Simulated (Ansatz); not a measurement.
# C₃H₉Bi: up Jacob's ladder to CCSD(T)

Aim: compute C₃H₉Bi with functionals from several rungs and with coupled cluster. The yardstick is the atomisation energy at the CCSD(T) limit.

The runs use Ansatz 0.2.0, Gaussian basis; functionals in def2-TZVPP, the program's frozen cores in correlated methods.

The runs, in order: LDA (SPW92), PBE-D4, revPBE-D4, BLYP-D4, r2SCAN-D4, B97M-V, PBE0-D4, B3LYP-D4, r2SCANh-D4, r2SCAN0-D4, HSE06-D4, BHLYP-D4, CAM-B3LYP-D4, LC-ωPBE, ωB97X-V, ωB97M-V, B2PLYP, PBE-QIDH; CCSD(T)/def2-SVP; CCSD(T)/def2-TZVPP; MP2/def2-QZVPP; extrapolation to the limit; RPA on PBE.

### Step 1. The geometry

The geometry comes from an earlier relaxation with PBE0-D4 in a triple-zeta def2 set; it is a stationary point, not always the lowest conformer. Bi takes the def2 core potential; no spin-orbit term is included.

13 atoms, charge 0, spin multiplicity 1.

Atoms are counted from 1 here; the program's logs count them from 0.

Bond lengths: C1–Bi2 2.253 Å, C1–H5 1.090 Å, C1–H6 1.090 Å, C1–H7 1.090 Å, Bi2–C3 2.253 Å, Bi2–C4 2.253 Å, C3–H8 1.090 Å, C3–H9 1.090 Å, C3–H10 1.090 Å, C4–H11 1.090 Å, C4–H12 1.090 Å, C4–H13 1.090 Å. Angles: Bi2–C1–H5 109.4°, Bi2–C1–H6 109.2°, Bi2–C1–H7 109.4°, H5–C1–H6 109.7°, H5–C1–H7 109.3°, H6–C1–H7 109.7°, C1–Bi2–C3 93.1°, C1–Bi2–C4 93.1°, C3–Bi2–C4 93.1°, Bi2–C3–H8 109.2°, Bi2–C3–H9 109.4°, Bi2–C3–H10 109.4°, H8–C3–H9 109.7°, H8–C3–H10 109.7°, H9–C3–H10 109.3°, Bi2–C4–H11 109.4°, Bi2–C4–H12 109.4°, Bi2–C4–H13 109.2° and more.

### Step 2. LDA

This LDA is Slater exchange with PW92 correlation.

Input file in.yaml:

```yaml
crystal:
  periodic: [false, false, false]
  atoms:
    - {symbol: C, position_ang: [-1.117420, 1.499190, -0.251814]}
    - {symbol: Bi, position_ang: [0.654468, 0.344902, -1.030132]}
    - {symbol: C, position_ang: [1.590009, 0.163445, 1.011825]}
    - {symbol: C, position_ang: [-0.404199, -1.636761, -0.857032]}
    - {symbol: H, position_ang: [-0.808880, 2.515618, -0.006092]}
    - {symbol: H, position_ang: [-1.502589, 1.005465, 0.640152]}
    - {symbol: H, position_ang: [-1.892669, 1.533540, -1.017664]}
    - {symbol: H, position_ang: [0.829456, -0.147708, 1.727694]}
    - {symbol: H, position_ang: [2.002866, 1.127849, 1.308779]}
    - {symbol: H, position_ang: [2.390336, -0.576258, 0.979764]}
    - {symbol: H, position_ang: [0.319782, -2.445247, -0.961499]}
    - {symbol: H, position_ang: [-1.151805, -1.718793, -1.646381]}
    - {symbol: H, position_ang: [-0.888756, -1.699942, 0.117101]}
basis:
  gaussian: {orbitals: def2-TZVPP}
hamiltonian: {xc: lda}
output: {orbitals: {seedname: orbitals}}
```

The run is started by

```bash
ansatz run in.yaml --threads 4 --pin off --events-out ev --progress --plain --max-ram 10444MiB
```

Further steps of the session: PBE-D4 (GGA); revPBE-D4 (GGA); BLYP-D4 (GGA); r2SCAN-D4 (meta-GGA); B97M-V (meta-GGA); PBE0-D4 (hybrid); B3LYP-D4 (hybrid); r2SCANh-D4 (hybrid); r2SCAN0-D4 (hybrid); HSE06-D4 (hybrid); BHLYP-D4 (hybrid); CAM-B3LYP-D4 (range-separated); LC-ωPBE (range-separated); ωB97X-V (range-separated); ωB97M-V (range-separated); B2PLYP (double hybrid); PBE-QIDH (double hybrid); CCSD(T) in def2-SVP; CCSD(T) in def2-TZVPP; MP2 in def2-QZVPP; RPA on PBE orbitals.

Q: Predict the results of all the runs planned. Wanted: atomisation energy, CCSD(T)/CBS; farthest beyond LDA; mean size of error, GGA; mean size of error, meta-GGA; mean size of error, hybrid; mean size of error, range-separated; mean size of error, double hybrid; gap, smallest and largest; T1 diagnostic.

As calculated:

| quantity | value |
| --- | --- |
| atomisation energy, CCSD(T)/CBS | 4515.5 kJ/mol |
| functionals within 45.2 kJ/mol (1.0 %) | revPBE-D4, BLYP-D4, r2SCAN-D4, B97M-V, PBE0-D4, B3LYP-D4, r2SCANh-D4, HSE06-D4, CAM-B3LYP-D4, ωB97X-V, ωB97M-V |
| farthest beyond LDA | BHLYP-D4 (-97.2 kJ/mol) |
| mean size of error, GGA | 32.7 kJ/mol |
| mean size of error, meta-GGA | 16.2 kJ/mol |
| mean size of error, hybrid | 35.4 kJ/mol |
| mean size of error, range-separated | 22.6 kJ/mol |
| mean size of error, double hybrid | 48.8 kJ/mol |
| gap, smallest and largest | 4.99 eV (BLYP-D4), 11.09 eV (LC-ωPBE) |
| T1 diagnostic | 0.0118 |
| triples share of the correlation energy | 3.4 % |

**Reading.** The LDA atomisation energy is off by 589.6 kJ/mol (13 %): it overbinds. PBE-D4 misses by +65.2 kJ/mol. Double hybrids carry the basis error of their MP2 part in triple zeta, and no dispersion term here, so their miss is partly the set-up's. The rungs meta-GGA, range-separated, GGA, hybrid miss on average by less than the doubt on the reference (45.2 kJ/mol), so they tie. Misses under about 45.2 kJ/mol are within the doubt on the reference itself, which lacks core-valence correlation, spin-orbit coupling and higher excitations, and its outer-core shells are covered unevenly. All levels share the lack of spin-orbit coupling, which lowers the free heavy atoms and so the true binding. Hartree-Fock recovers 73 % of the binding; the rest is correlation. CCSD(T) in def2-SVP is off by -271.4 kJ/mol, worse than the median functional, from the basis alone. The gap grows from 5.0 to 11.1 eV across the functionals, mostly with the share of exact exchange. Correlated methods include outer-core shells of Bi, which these sets cover unevenly.
